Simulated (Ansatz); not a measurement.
**C4H7AlO: one species, many methods**

The task here is to estimate one member of a computed series from the others.

Program: Ansatz 0.2.0, Gaussian basis. Level of theory: functionals in def2-TZVPP, the program's frozen cores in correlated methods. These are calculated values, not measurements.

Plan: PBE-D4, r2SCAN-D4, PBE0-D4, B3LYP-D4, ωB97X-V, ωB97M-V, B2PLYP; CCSD(T)/def2-TZVPP; MP2/def2-QZVPP; extrapolation to the limit.

**The relaxed structure**

An earlier PBE0-D4 in a triple-zeta def2 set relaxation fixed the geometry.

SMILES `[AlH2][CH]1C=COC1`, 13 atoms, charge 0, spin multiplicity 1.

Atoms are counted from 1 here; the program's logs count them from 0.

Bond lengths: Al1–C2 1.974 Å, Al1–H7 1.585 Å, Al1–H8 1.587 Å, C2–C3 1.511 Å, C2–C6 1.523 Å, C2–H9 1.086 Å, C3–C4 1.347 Å, C3–H10 1.081 Å, C4–O5 1.340 Å, C4–H11 1.081 Å, O5–C6 1.455 Å, C6–H12 1.089 Å, C6–H13 1.099 Å. Angles: C2–Al1–H7 117.8°, C2–Al1–H8 118.6°, H7–Al1–H8 123.5°, Al1–C2–C3 80.6°, Al1–C2–C6 114.6°, Al1–C2–H9 122.8°, C3–C2–C6 100.3°, C3–C2–H9 116.0°, C6–C2–H9 114.9°, C2–C3–C4 107.3°, C2–C3–H10 127.3°, C4–C3–H10 125.3°, C3–C4–O5 114.3°, C3–C4–H11 129.9°, O5–C4–H11 115.8°, C4–O5–C6 106.7°, C2–C6–O5 105.1°, C2–C6–H12 115.6° and more.

The first run:

File in.yaml:

```yaml
crystal:
  periodic: [false, false, false]
  atoms:
    - {symbol: Al, position_ang: [-1.585632, -0.321166, -0.741038]}
    - {symbol: C, position_ang: [-0.307685, 0.887728, 0.153612]}
    - {symbol: C, position_ang: [0.610144, 0.279037, -0.880347]}
    - {symbol: C, position_ang: [1.223330, -0.771609, -0.301254]}
    - {symbol: O, position_ang: [0.995680, -0.886922, 1.014021]}
    - {symbol: C, position_ang: [0.308984, 0.327389, 1.428262]}
    - {symbol: H, position_ang: [-1.844879, -1.740031, -0.084313]}
    - {symbol: H, position_ang: [-2.228668, 0.138448, -2.117508]}
    - {symbol: H, position_ang: [-0.403208, 1.969299, 0.128191]}
    - {symbol: H, position_ang: [0.722226, 0.576367, -1.913306]}
    - {symbol: H, position_ang: [1.858548, -1.530692, -0.736983]}
    - {symbol: H, position_ang: [-0.396826, 0.041451, 2.207038]}
    - {symbol: H, position_ang: [1.068384, 0.996000, 1.858426]}
basis:
  gaussian: {orbitals: def2-TZVPP}
hamiltonian: {xc: pbe, dispersion: d4}
output: {forces: true, orbitals: {seedname: orbitals}}
```

Started as:

```bash
> ansatz run in.yaml --threads 4 --pin off --events-out ev --progress --plain --max-ram 10444MiB
```

Among the steps run: PBE-D4 (GGA); r2SCAN-D4 (meta-GGA); PBE0-D4 (hybrid); B3LYP-D4 (hybrid); ωB97X-V (range-separated); ωB97M-V (range-separated); B2PLYP (double hybrid); CCSD(T) in def2-TZVPP; MP2 in def2-QZVPP.

One table of the session follows, with a row left open; its other results are not shown here.

| method | atomisation energy (kJ/mol) |
| --- | --- |
| PBE-D4 | 5246.6 |
| r2SCAN-D4 | 5138.3 |
| PBE0-D4 | 5147.4 |
| B3LYP-D4 | 5093.7 |
| ωB97X-V | 5118.8 |
| ωB97M-V | ? |
| B2PLYP | 5045.2 |
| HF/def2-TZVPP | 3688.0 |
| MP2/def2-TZVPP | 5080.4 |
| CCSD/def2-TZVPP | 4884.3 |
| CCSD(T)/def2-TZVPP | 4973.7 |
| MP2/CBS | 5205.8 |
| CCSD(T)/CBS | 5099.1 |

Q: Estimate the row for ωB97M-V from the others.

The run gave: atomisation energy (kJ/mol): 5122.7. In the column «atomisation energy (kJ/mol)» it lies between ωB97X-V (5118.8) and r2SCAN-D4 (5138.3).
